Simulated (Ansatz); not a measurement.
# Eu: the cost of one run

Program: Ansatz 0.2.0. Level of theory: DFT r²SCAN, scalar-relativistic, plane waves, PAW. These are calculated values, not measurements.

### 1 The system as given

It takes space group Im-3m (No. 229, cubic). The conventional cell has a = 4.454 Å, b = 4.454 Å, c = 4.454 Å, α = 90.00°, β = 90.00°, γ = 90.00°. Eu (site symmetry m-3m) is surrounded by 8 Eu at 3.86 Å.

Coordinates:

```cif
data_structure
_symmetry_space_group_name_H-M 'Im-3m'
_symmetry_Int_Tables_number 229
_cell_length_a 4.4542
_cell_length_b 4.4542
_cell_length_c 4.4542
_cell_angle_alpha 90.000
_cell_angle_beta 90.000
_cell_angle_gamma 90.000
_cell_volume 88.37
loop_
_atom_site_label
_atom_site_type_symbol
_atom_site_symmetry_multiplicity
_atom_site_Wyckoff_symbol
_atom_site_fract_x
_atom_site_fract_y
_atom_site_fract_z
_atom_site_occupancy
Eu1 Eu 2 a 0.00000 0.00000 0.00000 1
```

An earlier run at r²SCAN left this cell at 44.187 Å³/atom and 0.00 GPa (14×14×14 mesh).

### 2 Ferromagnetic, larger cell

Contents of input.yaml:

```yaml
crystal:
  lattice:
    - [4.4542420012, 0.0, 0.0]
    - [0.0, 4.4542420012, 0.0]
    - [0.0, 0.0, 4.4542420012]
  atoms:
    - { symbol: Eu, position: [0.0, 0.0, 0.0], spin: 7.0 }
    - { symbol: Eu, position: [0.5, 0.5, 0.5], spin: 7.0 }
basis:
  ecutwfc: 500
  ecutrho_ratio: 4
kpoints:
  mp_grid: { grid: [8, 8, 8] }
hamiltonian:
  xc: r2scan
scf:
  occupations: { method: gaussian, width: 0.05 }
  lower_state_search: "off"
output:
  forces: true
  stress: true
  eigenvalues: true
  populations: true
magnetization:
  spin_polarized: true
```

On the command line:

```console
ansatz run input.yaml --threads 2 --pin off --max-ram 5120MiB --backend cpu --events-out ev --progress --plain --runs-dir out
```

Q: Estimate wall time and peak memory on 2 threads of Intel Xeon at 2.50GHz (Skylake/Cascade Lake), shared host.

About 2.2 min, with a peak of 0.7 GiB.
